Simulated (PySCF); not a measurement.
# Ho(SH)3: other functionals and bases at one geometry

One table from this session's results is given with a row withheld; the runs are named, their logs left out.

Method: several levels, as the steps say, no spin–orbit coupling; program: PySCF 2.14.0.

5 further runs of the same task are left out: 2 for a known fault of the program, 3 that didn't finish.

## The starting structure

7 atoms, charge 0, spin multiplicity 1.

Bond lengths: Ho1–S2 2.575 Å, Ho1–S4 2.575 Å, Ho1–S6 2.575 Å, S2–H3 1.367 Å, S4–H5 1.367 Å, S6–H7 1.367 Å. Angles: S2–Ho1–S4 119.8°, S2–Ho1–S6 119.8°, S4–Ho1–S6 119.8°, Ho1–S2–H3 93.0°, Ho1–S4–H5 93.0°, Ho1–S6–H7 93.0°.

Geometry (Å):

```tsv
atom	x (Å)	y (Å)	z (Å)
Ho1	0.0000	0.0000	0.8727
S2	2.5397	0.4144	0.9774
H3	2.8312	-0.9216	0.9635
S4	-1.6287	1.9923	0.9774
H5	-0.6175	2.9127	0.9635
S6	-0.9110	-2.4066	0.9774
H7	-2.2137	-1.9911	0.9635
```

Formal oxidation states: Ho +3. Each metal's 10 4f electrons lie in its core potential, so multiplicities, spins and levels count the valence alone. An earlier session relaxed this geometry at BP86, Ho lcecp-1-SVP with ECP56, S def2-SVP, H def2-SVP (singlet, point group C3).

At BP86 on the finer grid: E = -1234.008071 Eh, HOMO -6.35 eV, LUMO -3.19 eV, Mulliken charge on Ho1 +0.66 e, largest force component 0.011 eV/Å. 

Levels to run: TPSS; HF; PBE0; r2SCAN; BP86, TZVP. Hardware: 2 threads of Arm Neoverse V1, shared host.

Set-up of the first run:

run.py (the lines that set the calculation) reads:

```python
mol = gto.M(atom='''
Ho     0.00000     0.00000     0.87266
S      2.53969     0.41437     0.97741
H      2.83123    -0.92158     0.96351
S     -1.62870     1.99225     0.97741
H     -0.61750     2.91271     0.96351
S     -0.91099    -2.40662     0.97741
H     -2.21373    -1.99113     0.96351''',
    basis={'Ho': 'lcecp-1-SVP', 'S': 'def2-SVP', 'H': 'def2-SVP'},
    ecp={'Ho': 'lcecp-1-SVP'},
    charge=0, spin=0)
mf = dft.RKS(mol, xc='TPSS')
mf.grids.atom_grid = (75, 302)  # f atoms: unpruned, at least (60, 302)
mf = mf.density_fit()  # fitting sets: Ho AutoAux, S def2-universal-JKFIT, H def2-universal-JKFIT
mf.conv_tol = 1e-08; mf.max_cycle = 55
mf.kernel(dm0)  # dm0: the density of the relaxed state
```

Run with:

```
OMP_NUM_THREADS=2 python run.py
```

Among the steps run: TPSS; HF; PBE0; r2SCAN; BP86, TZVP.

One table of the session follows, with a row left open; its other results are not shown here.

| level | HOMO (eV) | gap (eV) | charge on Ho1 (e) | dipole (D) | largest force component (eV/Å) |
| --- | --- | --- | --- | --- | --- |
| BP86 (relaxed here) | -6.35 | 3.16 | 0.66 | 0.61 | 0.01 |
| TPSS | ? | ? | ? | ? | ? |
| HF | -10.18 | 10.12 | 1.18 | 0.75 | 0.82 |
| PBE0 | -7.46 | 5.00 | 0.83 | 0.66 | 0.32 |
| r2SCAN | -6.59 | 3.70 | 0.82 | 0.66 | 0.29 |
| BP86, TZVP | -6.46 | 3.24 | 1.13 | 0.63 | 0.21 |

Q: Estimate the row for TPSS from the others.

**Answer.** HOMO (eV): -6.38; gap (eV): 3.45; charge on Ho1 (e): 0.81; dipole (D): 0.64; largest force component (eV/Å): 0.17. In the column «HOMO (eV)» it lies between BP86, TZVP (-6.46) and BP86 (relaxed here) (-6.35).

In one basis the HOMO–LUMO gap runs from 3.16 eV (BP86) to 10.12 eV (HF). The largest leftover force, 0.82 eV/Å with HF, stands at a geometry relaxed at another level. With 4f in the core, its levels are missing from HOMO and gap, and its count is fixed, so no charge can pass from the ligands into it. Total energies of different levels can't be compared.
